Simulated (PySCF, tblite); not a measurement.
# C₅H₇S₂−: geometry, infrared bands and NMR shifts

Aim: predict the infrared bands and NMR shifts of C₅H₇S₂− (`CC(=S)C1([S-])CC1`).

Programs: tblite 0.8.0 and PySCF 2.14.0, with density-fitted response routines of our own. Each step states its level of theory. These are calculated values for one molecule in the gas phase, unless marked as measured. Atoms count from 0, in the outputs and in this text.

## 1. The starting structure

14 atoms, charge -1, multiplicity 1; geometry from: force field or distance geometry start.

Bonds of the start (Å): C0–C1 1.49, C1–S2 1.46, C1–C3 1.48, C3–S4 1.80, C3–C5 1.48, C5–C6 1.51, C6–C3 1.53, C0–H7 1.13, C0–H8 1.09, C0–H9 1.11, C5–H10 1.10, C5–H11 1.12, C6–H12 1.11, C6–H13 1.13.

## 2. Geometry optimisation with GFN2-xTB

What the job is given:

```
{"job": {"kind": "relax", "xc": "GFN2-xTB", "basis": "xTB"}, "charge": -1, "multiplicity": 1}
C      1.907800    -0.340700    -0.499900
C      0.917100     0.189300     0.474600
S      1.279500     1.219600     1.445400
C     -0.467900    -0.344900     0.506300
S     -0.871600    -1.530300     1.805800
C     -1.385600    -0.268300    -0.654200
C     -1.469300     0.808800     0.397900
H      2.805600     0.339800    -0.465600
H      2.273000    -1.350900    -0.295500
H      1.535900    -0.316600    -1.541600
H     -0.888200    -0.089700    -1.619800
H     -2.274600    -0.939700    -0.728000
H     -2.306300     0.833500     1.124700
H     -1.056000     1.789700     0.027800
```

On the command line:

```
$ OMP_NUM_THREADS=1 python probes_run.py task.json out
```

One launch serves the whole session: the jobs run in the order shown.

**Question.** This job is followed by: GFN2-xTB harmonic vibrations, gas phase; GIAO PBE0/pcSseg-1 NMR shielding, non-relativistic, gas phase. What will the session give for the following? strongest single infrared mode (GFN2-xTB); zero-point energy (GFN2-xTB); ¹³C shifts against TMS (PBE0/pcSseg-1, means over atoms taken as alike); ¹H shifts against TMS (PBE0/pcSseg-1, means over atoms taken as alike); ³³S shifts against CS2 (PBE0/pcSseg-1).

**Answer**, as computed:

```
                                                               quantity                        value
                              strongest single infrared mode (GFN2-xTB)         1208 cm⁻¹, 89 km/mol
                                           zero-point energy (GFN2-xTB)                65.2 kcal/mol
¹³C shifts against TMS (PBE0/pcSseg-1, means over atoms taken as alike)  180.7, 50.4, 42.1, 18.4 ppm
 ¹H shifts against TMS (PBE0/pcSseg-1, means over atoms taken as alike)         2.65, 0.91, 0.47 ppm
                                 ³³S shifts against CS2 (PBE0/pcSseg-1)                 258, 107 ppm
```

Over 113 steps the energy fell by 1.669 eV; of the close pairs, C1–S2 changed most, 1.461 to 1.668 Å. No mode is imaginary among the 36: a minimum at this level. The strongest single mode, at 1208 cm⁻¹, has its largest shares on C1, C6, C3 and C5 (the list is cut at 4 atoms). GFN2-xTB is a fitted tight-binding method: band positions and strengths are rough. Its intensities can rank the bands wrongly. At PBE0/pcSseg-1: The largest span, 771 ppm, is at S4, where the paramagnetic term is -660 ppm.
